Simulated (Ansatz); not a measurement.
I need harmonic frequencies at the relaxed geometry of C2H5AlFN, SMILES FC[N]1[CH2][AlH]1. Use the Python package of Ansatz (0.2.0). Settings (for the species named): B3LYP, def2-SVP basis, multiplicity 1.

`c2h5alfn.xyz`
```text
10

F    -1.01240   -1.13300    1.85330
C    -0.03890   -0.33100    1.31000
N    -0.58550    0.46650    0.17450
C    -0.44180   -0.27470   -1.08690
Al    0.89930    1.00050   -1.00860
H     0.33070    0.37720    2.09880
H     0.83010   -1.00610    1.03730
H    -0.21870   -1.34610   -0.99500
H    -1.36670   -0.00370   -1.69680
H     1.68700    2.19920   -1.68360
```

`c2h5alfn_freq.py`
```python
"""Vibrations and zero-point energy of C2H5AlFN."""

import logging
import sys

import ansatz
import numpy as np

logging.basicConfig(stream=sys.stdout, format="%(levelname)s %(message)s")
logger = logging.getLogger("run")
logger.setLevel(logging.INFO)

BASIS_SET = "def2-SVP"
FUNCTIONAL = "b3lyp"

c2h5alfn = ansatz.Crystal.molecule_from_extxyz("c2h5alfn.xyz")

setup = (
    c2h5alfn.calculation()
    .basis(gaussian=BASIS_SET)
    .functional(FUNCTIONAL)
)
symbols = [site.symbol for site in c2h5alfn.cartesian_sites]
start = np.array([site.position_ang for site in c2h5alfn.cartesian_sites], dtype=float)
data = setup.relax(force_tolerance=0.003).run().report
end = np.array(data["positions_ang"])

logger.info("final positions (A) and the move of each atom")
for symbol, xyz, old in zip(symbols, end, start):
    logger.info(f"{symbol:2s} {xyz[0]:10.5f} {xyz[1]:10.5f} {xyz[2]:10.5f}   {np.linalg.norm(xyz - old):7.4f}")

# frequencies need a stationary point, so they are taken at the relaxed geometry
minimum = ansatz.Crystal.molecule()
for symbol, place in zip(symbols, end):
    minimum = minimum.atom(symbol, place.tolist())
vibrating = (
    minimum.calculation()
    .basis(gaussian=BASIS_SET)
    .functional(FUNCTIONAL)
    .phonons(temperatures=(298.15, 498.15, 100))
)
vib = vibrating.run().report["vibrations"]
sums = vib["harmonic_sums"]
modes = [m["omega_inv_cm"] for m in sums["modes_at_gamma"] if m["rigid_motion"] == "no"]
for number, w in enumerate(modes, start=1):
    logger.info(f"mode {number:2d} {w:9.1f} 1/cm {w / 8065.544 * 1000:8.2f} meV")
print("imaginary modes:", sum(w < 0 for w in modes), " zero-point energy:", round(sums["zero_point_energy_ev"], 4), "eV")
logger.info("T (K)   F_vib (eV)   S_vib (meV/K)   C_vib (meV/K)")
for row in zip(sums["temperatures_k"], sums["vibrational_free_energy_ev"], vib["entropy_ev_per_k"], vib["heat_capacity_ev_per_k"]):
    logger.info(f"{row[0]:6.1f} {row[1]:11.4f} {1000 * row[2]:13.4f} {1000 * row[3]:15.4f}")

# all hydrogen replaced by deuterium
heavier = vibrating.phonons(masses={"H": 2.014102}).run().report["vibrations"]["harmonic_sums"]
print("deuterated (1/cm):", " ".join(f"{m['omega_inv_cm']:.0f}" for m in heavier["modes_at_gamma"] if m["rigid_motion"] == "no"))
print("zero-point energy falls by", round(sums["zero_point_energy_ev"] - heavier["zero_point_energy_ev"], 4), "eV")
```

```console
$ python c2h5alfn_freq.py
INFO final positions (A) and the move of each atom
INFO F    -1.32904   -0.11896    1.74826    1.0675
INFO C    -0.01052   -0.37997    1.35455    0.0720
INFO N     0.28191    0.15649    0.09413    0.9246
INFO C    -0.30598   -0.40265   -1.18708    0.2118
INFO Al    0.63238    1.28800   -1.19614    0.4348
INFO H     0.65307    0.06411    2.11746    0.4498
INFO H     0.09776   -1.48277    1.36418    0.9329
INFO H     0.13546   -1.35863   -1.51901    0.6326
INFO H    -1.40701   -0.45563   -1.19854    0.6739
INFO H     1.33505    2.63880   -1.57482    0.5735
INFO mode  1      68.3 1/cm     8.46 meV
INFO mode  2     138.8 1/cm    17.20 meV
INFO mode  3     309.7 1/cm    38.40 meV
INFO mode  4     431.7 1/cm    53.52 meV
INFO mode  5     462.7 1/cm    57.37 meV
INFO mode  6     509.4 1/cm    63.16 meV
INFO mode  7     619.1 1/cm    76.76 meV
INFO mode  8     700.6 1/cm    86.86 meV
INFO mode  9     729.0 1/cm    90.38 meV
INFO mode 10     863.3 1/cm   107.03 meV
INFO mode 11     989.9 1/cm   122.73 meV
INFO mode 12    1048.1 1/cm   129.95 meV
INFO mode 13    1093.7 1/cm   135.60 meV
INFO mode 14    1151.0 1/cm   142.71 meV
INFO mode 15    1276.3 1/cm   158.25 meV
INFO mode 16    1335.5 1/cm   165.58 meV
INFO mode 17    1414.8 1/cm   175.41 meV
INFO mode 18    1460.0 1/cm   181.01 meV
INFO mode 19    1478.7 1/cm   183.34 meV
INFO mode 20    1994.3 1/cm   247.26 meV
INFO mode 21    2989.6 1/cm   370.67 meV
INFO mode 22    3020.9 1/cm   374.55 meV
INFO mode 23    3064.3 1/cm   379.93 meV
INFO mode 24    3092.3 1/cm   383.40 meV
imaginary modes: 0  zero-point energy: 1.8748 eV
INFO T (K)   F_vib (eV)   S_vib (meV/K)   C_vib (meV/K)
INFO  298.1      1.8044        0.5282          0.6271
INFO  398.1      1.7410        0.7399          0.8423
INFO  498.1      1.6565        0.9488          1.0229
deuterated (1/cm): 63 129 259 328 371 457 519 563 681 779 828 848 921 949 1022 1066 1093 1114 1331 1447 2174 2190 2279 2299
zero-point energy falls by 0.405 eV
```

Caveats:
- The frequencies are harmonic and unscaled, in a modest basis.
- b3lyp holds the VWN-RPA fit, as in Gaussian; the form of ORCA and Turbomole is b3lyp5.
- Timing: 7.5 min on 1 thread of Arm Neoverse V1 (shared host), peak memory 0.29 GiB.
